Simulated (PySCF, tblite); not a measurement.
# C₄H₆ClSi₂ radical: geometry, infrared bands and EPR parameters

Wanted: the infrared bands and EPR parameters of C₄H₆ClSi₂ radical (`[H]/[C]=C\[Si@H](Cl)C#C[SiH3]`), by calculation.

Programs: tblite 0.8.0 and PySCF 2.14.0, with density-fitted response routines of our own. Each step states its level of theory. These are calculated values for one molecule in the gas phase, unless marked as measured. Atoms are numbered from 0 throughout.

## (1) Starting geometry

13 atoms, charge 0, multiplicity 2; geometry from: force field or distance geometry start.

Bonds of the start (Å): C0–C1 1.34, C1–Si2 1.84, Si2–Cl3 2.09, Si2–C4 1.83, C4–C5 1.22, C5–Si6 1.81, C0–H7 1.09, C1–H8 1.06, Si2–H9 1.48, Si6–H10 1.45, Si6–H11 1.49, Si6–H12 1.46.

## (2) Optimising the geometry with GFN2-xTB

The job: settings as JSON, then the geometry in Å.

```
{"job": {"kind": "relax", "xc": "GFN2-xTB", "basis": "xTB"}, "charge": 0, "multiplicity": 2}
C      2.696900     1.581600     0.623800
C      2.381800     1.114200    -0.588700
Si     1.588500    -0.540900    -0.693600
Cl     1.912100    -1.482100    -2.534900
C     -0.219500    -0.431400    -0.411700
C     -1.422700    -0.375200    -0.224600
Si    -3.214100    -0.291900     0.048200
H      2.446900     0.975500     1.490200
H      2.639700     1.719200    -1.424700
H      2.220900    -1.387100     0.348100
H     -3.635900     1.092600     0.000300
H     -3.520100    -0.808500     1.408100
H     -3.878800    -1.165500    -0.919400
```

The run is started by

```console
OMP_NUM_THREADS=1 python probes_run.py task.json out
```

This one command runs all jobs of the session in turn.

Standard output:

```text
step      E/eV     max force
  0    -529.55876    3.505
  1    -529.67128    3.548
  2    -529.76078    2.103
  3    -529.78193    1.749
  4    -529.81152    0.543
  5    -529.82184    0.442
  6    -529.83540    0.433
  7    -529.84420    0.370
  8    -529.85314    0.297
  9    -529.86203    0.351
 10    -529.87415    0.497
 11    -529.88909    0.517
 12    -529.90206    0.373
 13    -529.90921    0.176
 14    -529.91320    0.149
 15    -529.91679    0.239
 16    -529.92053    0.245
 17    -529.92418    0.167
 18    -529.92727    0.139
 19    -529.92963    0.178
 20    -529.93182    0.177
 21    -529.93383    0.152
 22    -529.93531    0.086
 23    -529.93623    0.065
 24    -529.93680    0.077
 25    -529.93730    0.073
 26    -529.93784    0.055
 27    -529.93834    0.053
 28    -529.93864    0.038
 29    -529.93884    0.038
 30    -529.93902    0.038
 31    -529.93925    0.038
 32    -529.93951    0.044
 33    -529.93970    0.036
 34    -529.93984    0.029
 35    -529.93995    0.024
 36    -529.94004    0.023
 37    -529.94011    0.021
 38    -529.94017    0.017
 39    -529.94025    0.022
 40    -529.94036    0.028
 41    -529.94049    0.029
 42    -529.94059    0.021
 43    -529.94066    0.019
 44    -529.94073    0.028
 45    -529.94084    0.038
 46    -529.94095    0.036
 47    -529.94102    0.020
 48    -529.94105    0.009
```

Wall time 0.32 s (1 thread of Arm Neoverse V2, shared host).

Along the way: (not every step is listed)

```csv
step,energy from step 0 (eV),largest force (eV/Å)
0,0.0000,3.5046
1,-0.1125,3.5475
2,-0.2020,2.1034
3,-0.2232,1.7491
4,-0.2528,0.5429
5,-0.2631,0.4416
6,-0.2766,0.4326
7,-0.2854,0.3702
8,-0.2944,0.2967
11,-0.3303,0.5166
14,-0.3544,0.1490
17,-0.3654,0.1673
20,-0.3731,0.1769
23,-0.3775,0.0654
26,-0.3791,0.0555
29,-0.3801,0.0381
32,-0.3808,0.0441
35,-0.3812,0.0238
38,-0.3814,0.0173
41,-0.3817,0.0290
43,-0.3819,0.0191
44,-0.3820,0.0280
45,-0.3821,0.0379
46,-0.3822,0.0362
47,-0.3823,0.0195
48,-0.3823,0.0091
```

Close pairs (by a distance rule), those that changed most:

```csv
bond,before (Å),after (Å),change (Å)
C1–Si2,1.838,1.937,+0.098
Si2–Cl3,2.093,2.032,-0.061
C0–C1,1.337,1.283,-0.054
C5–Si6,1.814,1.852,+0.038
Si2–H9,1.484,1.460,-0.024
Si6–H11,1.487,1.465,-0.022
C0–H7,1.087,1.066,-0.020
C1–H8,1.064,1.084,+0.020
```

The final coordinates are the input of the step that follows.

## (3) Infrared spectrum with GFN2-xTB

The job: settings as JSON, then the geometry in Å.

```
{"job": {"kind": "ir", "xc": "GFN2-xTB", "basis": "xTB"}, "charge": 0, "multiplicity": 2}
C      2.686025     1.636841     0.621070
C      2.376703     1.074668    -0.490477
Si     1.588610    -0.682688    -0.695651
Cl     1.929852    -1.269511    -2.610588
C     -0.229036    -0.556973    -0.406187
C     -1.422671    -0.447691    -0.225292
Si    -3.245629    -0.296491     0.065937
H      2.623850     1.405979     1.660257
H      2.558586     1.562965    -1.440784
H      2.194315    -1.641027     0.224379
H     -3.612750     1.115837    -0.056337
H     -3.518812    -0.794864     1.416006
H     -3.933431    -1.106558    -0.941307
```

Standard output:

```text
mode    cm-1     km/mol
  1     -21.7      0.01
  2      -4.9      0.09
  3      53.2      0.06
  4      75.3      1.17
  5     119.4      2.20
  6     160.3      6.26
  7     178.1     11.44
  8     268.3      1.87
  9     286.7     10.49
 10     298.9      5.74
 11     422.7     20.91
 12     503.0     50.30
 13     527.5     26.92
 14     533.7     71.47
 15     537.4     63.60
 16     603.0     71.12
 17     616.7    141.34
 18     633.7    323.35
 19     765.9    341.05
 20     779.7    191.68
 21     781.4    163.63
 22     784.1    369.31
 23     870.3    262.45
 24     904.1     57.79
 25    1128.2     12.55
 26    1697.8     23.45
 27    2226.0     18.85
 28    2252.8    311.91
 29    2256.1    377.50
 30    2262.6    325.81
 31    2267.1    114.81
 32    2986.4     17.92
 33    3174.7     34.18
```

Run time: 0.43 s. Hardware: 1 thread of Arm Neoverse V2, shared host.

The strongest bands and the atoms that carry them (share of the mass-weighted mode):

```csv
cm⁻¹,km/mol,atoms
634,323.4,H9 81 %
766,341.1,"H7 53 %, C0 16 %"
780,191.7,"H11 58 %, H12 29 %"
784,369.3,"H11 27 %, H10 26 %, H12 21 %, H7 12 %"
870,262.4,"C4 35 %, C5 34 %, Si2 15 %, Si6 14 %"
2253,311.9,"H11 74 %, H10 17 %"
2256,377.5,"H10 47 %, H12 46 %"
2263,325.8,H9 93 %
```

## (4) g tensor and hyperfine couplings: B3LYP/pcH-1

The job, as its differences from that of step 3:

```diff
@@ -1,2 +1,2 @@
-{"job": {"kind": "ir", "xc": "GFN2-xTB", "basis": "xTB"}, "charge": 0, "multiplicity": 2}
+{"job": {"kind": "epr", "basis": "pcH-1"}, "charge": 0, "multiplicity": 2}
 C      2.686025     1.636841     0.621070
```

Level: UKS B3LYP, pcH-1 on C Cl H Si, non-relativistic, mean-field spin-orbit, GIAO.

Standard output:

```text
UKS, coarse grid
  cycle   1  E = -1195.08895748  |g| = 4.04e-01
  cycle   2  E = -1195.06767177  |g| = 4.37e-01
  cycle   3  E = -1195.16182498  |g| = 7.05e-02
  cycle   4  E = -1195.16128449  |g| = 8.09e-02
  cycle   5  E = -1195.16461534  |g| = 9.52e-03
  cycle   6  E = -1195.16469031  |g| = 4.69e-03
  cycle   7  E = -1195.16471444  |g| = 1.81e-03
  cycle   8  E = -1195.16472229  |g| = 1.10e-03
  cycle   9  E = -1195.16472536  |g| = 5.85e-04
UKS, final grid
  cycle   1  E = -1195.16472032  |g| = 9.62e-04
  cycle   2  E = -1195.16471908  |g| = 1.87e-03
  cycle   3  E = -1195.16472091  |g| = 1.27e-04
  cycle   4  E = -1195.16472093  |g| = 1.49e-04
  cycle   5  E = -1195.16472096  |g| = 7.45e-05
  cycle   6  E = -1195.16472096  |g| = 1.03e-05
E = -1195.16472096 Eh   <S^2> = 0.7588 (exact 0.7500)
g shifts (ppm)      1          2          3
  rmc          -156       -156       -156
  gc             21         13        -49
  oz_so        -371       -111       1211
  total        -507       -254       1005
hyperfine (MHz)  atom isotope    a_iso     a_fc   dipolar eigenvalues
    0   13C     305.86     305.97    -77.51    -57.02    134.53
    1   13C     -28.58     -28.58    -18.17      1.29     16.88
    2  29Si    -195.89    -196.06    -26.88     13.02     13.86
    3  35Cl       3.05       2.99     -3.17     -3.01      6.19
    4   13C       3.59       3.59     -1.11     -0.11      1.22
    5   13C       2.35       2.36     -1.14     -0.60      1.74
    6  29Si       0.42       0.42     -0.12      0.03      0.09
    7    1H      52.18      52.17    -30.39     -6.79     37.19
    8    1H     153.18     153.18     -6.55     -5.48     12.03
    9    1H       0.97       0.97     -2.26     -1.38      3.64
   10    1H       1.16       1.16     -0.32     -0.26      0.58
   11    1H       0.20       0.20     -0.27     -0.24      0.51
   12    1H       0.06       0.06     -0.23     -0.22      0.45
```

It took 88 s on 1 thread of Arm Neoverse V2, shared host; peak memory 0.99 GiB.

Principal g values 2.00181, 2.00207, 2.00332; g(iso) = 2.00240, against 2.00232 for a free electron.

Hyperfine couplings; where a row names several nuclei, a(iso) is their mean (it holds for fast rotation or exchange) and the dipolar term the largest among them:

```csv
nuclei,isotope,a(iso) (MHz),"a(iso) (G, at g = 2.0023)",largest dipolar term (MHz)
C0,13C,305.9,109.1,134.5
Si2,29Si,-195.9,-69.9,-26.9
H8,1H,153.2,54.7,12.0
H7,1H,52.2,18.6,37.2
C1,13C,-28.6,-10.2,-18.2
C4,13C,3.6,1.3,1.2
Cl3,35Cl,3.0,1.1,6.2
C5,13C,2.3,0.8,1.7
H9,1H,1.0,0.3,3.6
"H10, H11, H12",1H,0.5,0.2,0.6
Si6,29Si,0.4,0.1,-0.1
```

Mulliken spin populations:

C0 0.97; C1 -0.16; Si2 0.10; Cl3 0.01; C4 0.00; C5 0.01; Si6 0.00; H7 0.01; H8 0.06; H9 0.00; H10 0.00; H11 0.00; H12 0.00

In first order the couplings over 0.8 MHz of 1H, 35Cl give 32 distinct lines over 76.9 G, if the averaged nuclei exchange fast.

Orbitals, density, ELF and potential are computed afterwards from the orbital file.

ELF in a plane through or near 5 of the atoms.

Ten even steps from ' ' (0.00) to '@' (1.00):
```
                                                        
                                                        
                                                        
            ....                                        
          ::--====::                                    
        ::++##%%%%**::..                                
        --**##--::**==::              ..::::..          
        ::**##==--##++..    ::==--::..::--==--..        
        ::++##%%##**++::  --**##**####..==..::..        
        ..==****##%%%%====##**%%----@@..##==::--..      
          ::--++%%@@--..**%%..%%--::@@==..==@@%%==      
              ..------::--%%++%%%%****--**@@@@@@@@--    
                ::++--::--==++**++++..  ++@@@@@@@@--    
            ..++######%%==    ::::..    ..@@@@@@==      
            --##%%++::####::              ::::..        
            ::**%%%%%%%%%%==                            
            ..==**%%%%%%**::                            
              ..::--==--::                              
                                                        
                                                        
```
The map spans 13.2 Å across and 10.6 Å up, centred on the molecule. Atoms in the plane (x, y in Å): C0 (-2.9, 1.6), Si2 (-1.5, -0.9), C4 (0.3, -0.5), C5 (1.5, -0.2), Si6 (3.3, 0.2).

log10 of the density (e/Å³) in the same plane.

Ten even steps from '0' (-4.0) to '9' (1.6):
```
0000000000000000000000000000
0000000000000000000000000000
0000001111000000000000000000
0000123333210000000000000000
0000234444321000001111110000
0001345666432111112333321000
0002356786543223333444432100
0002356777543344445556543200
0002345777654556666687543210
0001245677665677777798653210
0001234566666777887676654310
0000123456776677666567754310
0000023456666555554455553210
0000023567766444433334432200
0000023567876432221122221000
0000023567765431000001100000
0000013456655320000000000000
0000002334443210000000000000
0000000122222100000000000000
0000000000000000000000000000
```
The map spans 13.2 Å across and 10.6 Å up, centred on the molecule. Atoms in the plane (x, y in Å): C0 (-2.9, 1.6), Si2 (-1.5, -0.9), C4 (0.3, -0.5), C5 (1.5, -0.2), Si6 (3.3, 0.2).

On the surface of density 0.002 e/bohr³ the electrostatic potential runs, from the 1st to the 99th percentile, from -0.58 V near C4 to 1.39 V near H7.

The spin density lies nearest to C0 62 %; H7 15 %; C1 8 % (beta excess).

## (5) Results

```
                                 quantity                  value
strongest single infrared mode (GFN2-xTB)  2256 cm⁻¹, 378 km/mol
             zero-point energy (GFN2-xTB)          44.3 kcal/mol
                           g(iso) (B3LYP)                2.00240
                                     ⟨S²⟩     0.759 (exact 0.75)
       largest a(iso) (averaged by class)   13C on C0, 305.9 MHz
    surface potential, 1st and 99th percentile     -0.58 V and 1.39 V
```

In words: Over 48 steps the energy fell by 0.382 eV; of the close pairs, C1–Si2 changed most, 1.838 to 1.937 Å. The lowest mode is imaginary (22i cm⁻¹), so the xTB geometry is not a minimum. Unscaled tight-binding wavenumbers are off by several per cent, some by more. Its intensities can rank the bands wrongly. Most of the unpaired spin sits on C0 (0.97 e). The isotropic g lies 0.1 ppt above the free-electron value.
